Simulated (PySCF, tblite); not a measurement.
# C8H9 radical: geometry, infrared bands and EPR parameters

Aim: predict the infrared bands and EPR parameters of C8H9 radical (`[H]/[C]=C\CC#CCC=C`).

Computed with tblite 0.8.0 and PySCF 2.14.0, with density-fitted response routines of our own, on a single molecule in the gas phase. Atoms are numbered from 0 throughout.

## 1. Starting geometry

17 atoms, charge 0, multiplicity 2; geometry from: force field or distance geometry start.

Bonds of the start (Å): C0–C1 1.31, C1–C2 1.49, C2–C3 1.48, C3–C4 1.20, C4–C5 1.48, C5–C6 1.49, C6–C7 1.34, C0–H8 1.06, C1–H9 1.10, C2–H10 1.09, C2–H11 1.09, C5–H12 1.10, C5–H13 1.10, C6–H14 1.08, C7–H15 1.09, C7–H16 1.09.

## 2. Optimising the geometry with GFN2-xTB

Job settings and geometry (Å):

```
{"job": {"kind": "relax", "xc": "GFN2-xTB", "basis": "xTB"}, "charge": 0, "multiplicity": 2}
C      3.885400    -0.827700     0.034100
C      2.756700    -0.569500     0.649900
C      2.150400     0.779000     0.809800
C      0.782300     0.782900     0.238800
C     -0.331500     0.767600    -0.198700
C     -1.693600     0.761300    -0.767200
C     -2.337600    -0.562100    -0.507100
C     -3.454300    -0.730700     0.213200
H      4.792000    -1.034700    -0.479600
H      2.241100    -1.402100     1.145000
H      2.744600     1.543900     0.303200
H      2.102000     1.041400     1.871500
H     -2.279200     1.582000    -0.320800
H     -1.645800     0.930700    -1.849000
H     -1.857900    -1.429100    -0.936400
H     -3.880800    -1.725600     0.369100
H     -3.980900     0.104700     0.666400
```

Started as:

```
$ OMP_NUM_THREADS=1 python probes_run.py task.json out
```

This one command runs all jobs of the session in turn.

**Question.** This job is followed by: GFN2-xTB harmonic vibrations, gas phase; UKS B3LYP, pcH-1 on C H, non-relativistic, mean-field spin-orbit, GIAO. Predict these results of the whole session: strongest single infrared mode (GFN2-xTB); zero-point energy (GFN2-xTB); g(iso) (B3LYP); ⟨S²⟩; largest a(iso) (averaged by class); potential on the surface of density 0.002 e/bohr³, 1st and 99th percentile.

**Answer**, as computed:

| quantity | value |
| --- | --- |
| strongest single infrared mode (GFN2-xTB) | 730 cm⁻¹, 88 km/mol |
| zero-point energy (GFN2-xTB) | 84.0 kcal/mol |
| g(iso) (B3LYP) | 2.00222 |
| ⟨S²⟩ | 0.759 (exact 0.75) |
| largest a(iso) (averaged by class) | 13C on C0, 316.1 MHz |
| potential on the surface of density 0.002 e/bohr³, 1st and 99th percentile | -0.80 V and 1.01 V |

In words: The optimisation took 50 steps and gained 0.265 eV; among the close pairs (by a distance rule), C1–C2 changed most, from 1.487 to 1.539 Å. The lowest mode is slightly imaginary (10i cm⁻¹), a soft motion within the noise of the Hessian, so the minimum is not strictly shown. The strongest single mode, at 730 cm⁻¹, moves mainly H8. GFN2-xTB is a fitted tight-binding method: band positions and strengths are rough. Its intensities can rank the bands wrongly. Most of the unpaired spin sits on C0 (1.03 e). The isotropic g lies 0.1 ppt below the free-electron value. These values are for one conformer; the search (at its own cheap level) found 2 more, at 0.05, 2.39 kcal/mol, and measured spectra average over such forms.
